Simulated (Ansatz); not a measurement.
**CH₆OSSi₂: one species, many methods**

An exercise on one series of results from a longer session: the logs are not shown, and one member is left open.

Program: Ansatz 0.2.0, Gaussian basis. Level of theory: functionals in def2-TZVPP, the program's frozen cores in correlated methods. These are calculated values, not measurements.

Plan: LDA (SPW92), PBE-D4, revPBE-D4, BLYP-D4, r2SCAN-D4, B97M-V, PBE0-D4, B3LYP-D4, r2SCANh-D4, r2SCAN0-D4, HSE06-D4, BHLYP-D4, CAM-B3LYP-D4, LC-ωPBE, ωB97X-V, ωB97M-V, B2PLYP, PBE-QIDH; CCSD(T)/def2-SVP; CCSD(T)/def2-TZVPP; MP2/def2-QZVPP; extrapolation to the limit; RPA on PBE.

**Structure used throughout**

An earlier PBE0-D4 in a triple-zeta def2 set relaxation fixed the geometry.

11 atoms, charge 0, spin multiplicity 1.

Atoms are counted from 1 here; the program's logs count them from 0.

Bond lengths: O1–C2 1.205 Å, C2–Si3 1.933 Å, C2–H6 1.114 Å, Si3–Si4 2.343 Å, Si3–S5 2.126 Å, Si3–H7 1.490 Å, Si4–H8 1.486 Å, Si4–H9 1.489 Å, Si4–H10 1.486 Å, S5–H11 1.354 Å. Angles: O1–C2–Si3 122.0°, O1–C2–H6 119.3°, Si3–C2–H6 118.6°, C2–Si3–Si4 109.4°, C2–Si3–S5 104.3°, C2–Si3–H7 106.8°, Si4–Si3–S5 112.9°, Si4–Si3–H7 109.8°, S5–Si3–H7 113.2°, Si3–Si4–H8 109.3°, Si3–Si4–H9 110.3°, Si3–Si4–H10 109.3°, H8–Si4–H9 109.0°, H8–Si4–H10 109.5°, H9–Si4–H10 109.4°, Si3–S5–H11 88.8°.

As a file:

```mol
CH6OSSi2
  3D, bonds by distance, orders not assigned

 11 10  0  0  0  0  0  0  0  0999 V2000
   -1.9287    0.9176   -1.5132 O   0  0
   -0.7892    1.0945   -1.1647 C   0  0
    0.3440   -0.3611   -0.5867 Si  0  0
    0.8850   -0.0734    1.6746 Si  0  0
   -0.8171   -2.1060   -0.9426 S   0  0
   -0.3732    2.1282   -1.1621 H   0  0
    1.5814   -0.3001   -1.4148 H   0  0
    1.6857   -1.2356    2.1411 H   0  0
    1.6818    1.1704    1.8600 H   0  0
   -0.3660    0.0194    2.4704 H   0  0
   -1.8383   -1.3111   -1.3415 H   0  0
  1  2  8  0
  2  3  8  0
  3  4  8  0
  3  5  8  0
  2  6  8  0
  3  7  8  0
  4  8  8  0
  4  9  8  0
  4 10  8  0
  5 11  8  0
M  END
```

The first run:

The input, in.yaml:

```yaml
crystal:
  periodic: [false, false, false]
  atoms:
    - {symbol: O, position_ang: [-1.928662, 0.917608, -1.513196]}
    - {symbol: C, position_ang: [-0.789223, 1.094518, -1.164727]}
    - {symbol: Si, position_ang: [0.343993, -0.361135, -0.586707]}
    - {symbol: Si, position_ang: [0.885047, -0.073364, 1.674648]}
    - {symbol: S, position_ang: [-0.817097, -2.105965, -0.942558]}
    - {symbol: H, position_ang: [-0.373233, 2.128229, -1.162133]}
    - {symbol: H, position_ang: [1.581375, -0.300072, -1.414754]}
    - {symbol: H, position_ang: [1.685678, -1.235601, 2.141051]}
    - {symbol: H, position_ang: [1.681792, 1.170393, 1.859982]}
    - {symbol: H, position_ang: [-0.365961, 0.019375, 2.470421]}
    - {symbol: H, position_ang: [-1.838311, -1.311083, -1.341527]}
basis:
  gaussian: {orbitals: def2-TZVPP}
hamiltonian: {xc: lda}
output: {orbitals: {seedname: orbitals}}
```

Launch:

```
$ ansatz run in.yaml --threads 4 --pin off --events-out ev --progress --plain --max-ram 10444MiB
```

Among the steps run: LDA; PBE-D4 (GGA); revPBE-D4 (GGA); BLYP-D4 (GGA); r2SCAN-D4 (meta-GGA); B97M-V (meta-GGA); PBE0-D4 (hybrid); B3LYP-D4 (hybrid); r2SCANh-D4 (hybrid); r2SCAN0-D4 (hybrid); HSE06-D4 (hybrid); BHLYP-D4 (hybrid); CAM-B3LYP-D4 (range-separated); LC-ωPBE (range-separated); ωB97X-V (range-separated); ωB97M-V (range-separated); B2PLYP (double hybrid); PBE-QIDH (double hybrid).

One of the session's tables, all rows but one given; the rest of the session is left out.

It belongs to the step «Frontier levels by functional». 

```
  functional  HOMO (eV)  LUMO (eV)  gap (eV)
 LDA (SPW92)      -6.15      -3.34      2.81
      PBE-D4          ?          ?         ?
   revPBE-D4      -5.96      -2.99      2.97
     BLYP-D4      -5.90      -2.92      2.97
   r2SCAN-D4      -6.27      -2.91      3.36
      B97M-V      -6.41      -2.86      3.55
     PBE0-D4      -7.30      -1.97      5.33
    B3LYP-D4      -7.08      -2.20      4.88
  r2SCANh-D4      -6.76      -2.49      4.27
  r2SCAN0-D4      -7.47      -1.88      5.59
    HSE06-D4      -6.90      -2.36      4.54
    BHLYP-D4      -8.39      -0.75      7.64
CAM-B3LYP-D4      -8.60      -0.75      7.85
     LC-ωPBE      -9.91       0.46     10.37
     ωB97X-V      -9.59       0.37      9.95
     ωB97M-V      -9.42       0.25      9.67
```

Estimate the missing values for PBE-D4.

As computed: HOMO (eV): -6.02; LUMO (eV): -3.09; gap (eV): 2.93. In the column «HOMO (eV)» it lies between LDA (SPW92) (-6.15) and revPBE-D4 (-5.96).
